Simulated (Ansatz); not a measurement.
# C₂H₆InN: basis-set convergence

An exercise on one series of results from a longer session: the logs are not shown, and one member is left open.

Computed with Ansatz 0.2.0, Gaussian basis. Level: one geometry, several basis sets.

Plan: PBE0-D4/def2-SVP; ωB97M-V/def2-SVP; PBE0-D4/def2-QZVPP; ωB97M-V/def2-QZVPP; the functionals' def2-TZVPP values are taken from earlier runs.

**Structure used throughout**

The geometry comes from an earlier relaxation with PBE0-D4 in a triple-zeta def2 set; it is a stationary point, not always the lowest conformer. In takes the def2 core potential; no spin-orbit term is included.

10 atoms, charge 0, spin multiplicity 1.

Atoms are counted from 1 here; the program's logs count them from 0.

Bond lengths: C1–C2 1.500 Å, C1–H5 1.095 Å, C1–H6 1.092 Å, C1–H7 1.095 Å, C2–N3 1.249 Å, C2–H8 1.106 Å, N3–In4 2.028 Å, In4–H9 1.714 Å, In4–H10 1.714 Å. Angles: C2–C1–H5 110.2°, C2–C1–H6 111.1°, C2–C1–H7 110.2°, H5–C1–H6 109.3°, H5–C1–H7 106.7°, H6–C1–H7 109.3°, C1–C2–N3 128.2°, C1–C2–H8 113.2°, N3–C2–H8 118.6°, C2–N3–In4 141.0°, N3–In4–H9 115.1°, N3–In4–H10 115.1°, H9–In4–H10 128.7°.

Set-up of the first run:

Contents of in.yaml:

```yaml
crystal:
  periodic: [false, false, false]
  atoms:
    - {symbol: C, position_ang: [1.187898, -0.973633, -0.249425]}
    - {symbol: C, position_ang: [-0.168463, -1.009256, 0.390614]}
    - {symbol: N, position_ang: [-1.000665, -0.083287, 0.490206]}
    - {symbol: In, position_ang: [-1.251555, 1.869366, 0.001693]}
    - {symbol: H, position_ang: [1.247266, -1.716810, -1.051240]}
    - {symbol: H, position_ang: [1.403934, 0.015720, -0.658113]}
    - {symbol: H, position_ang: [1.958093, -1.238298, 0.482372]}
    - {symbol: H, position_ang: [-0.424005, -1.998471, 0.815245]}
    - {symbol: H, position_ang: [-0.852449, 2.985533, 1.239656]}
    - {symbol: H, position_ang: [-2.100044, 2.149145, -1.461017]}
basis:
  gaussian: {orbitals: def2-SVP}
hamiltonian: {xc: pbe0, dispersion: d4}
output: {orbitals: {seedname: orbitals}}
```

Launch:

```sh
$ ansatz run in.yaml --threads 4 --pin off --events-out ev --progress --plain --max-ram 10444MiB
```

Steps of the session up to this table: PBE0-D4 in def2-SVP; ωB97M-V in def2-SVP; PBE0-D4 in def2-QZVPP; ωB97M-V in def2-QZVPP.

One of the session's tables, all rows but one given; the rest of the session is left out.

It belongs to the step «Density functionals: the series». 

| functional | basis | HOMO (eV) | LUMO (eV) |
| --- | --- | --- | --- |
| PBE0-D4 | def2-SVP | -6.10 | -1.31 |
| PBE0-D4 | def2-TZVPP | -6.18 | -1.39 |
| PBE0-D4 | def2-QZVPP | -6.20 | -1.41 |
| ωB97M-V | def2-SVP | -8.29 | 0.28 |
| ωB97M-V | def2-TZVPP | -8.40 | 0.06 |
| ωB97M-V | def2-QZVPP | ? | ? |

**Question.** Estimate the row for ωB97M-V, def2-QZVPP.

The run gave: HOMO (eV): -8.42; LUMO (eV): -0.02. In the column «HOMO (eV)» it is the lowest.
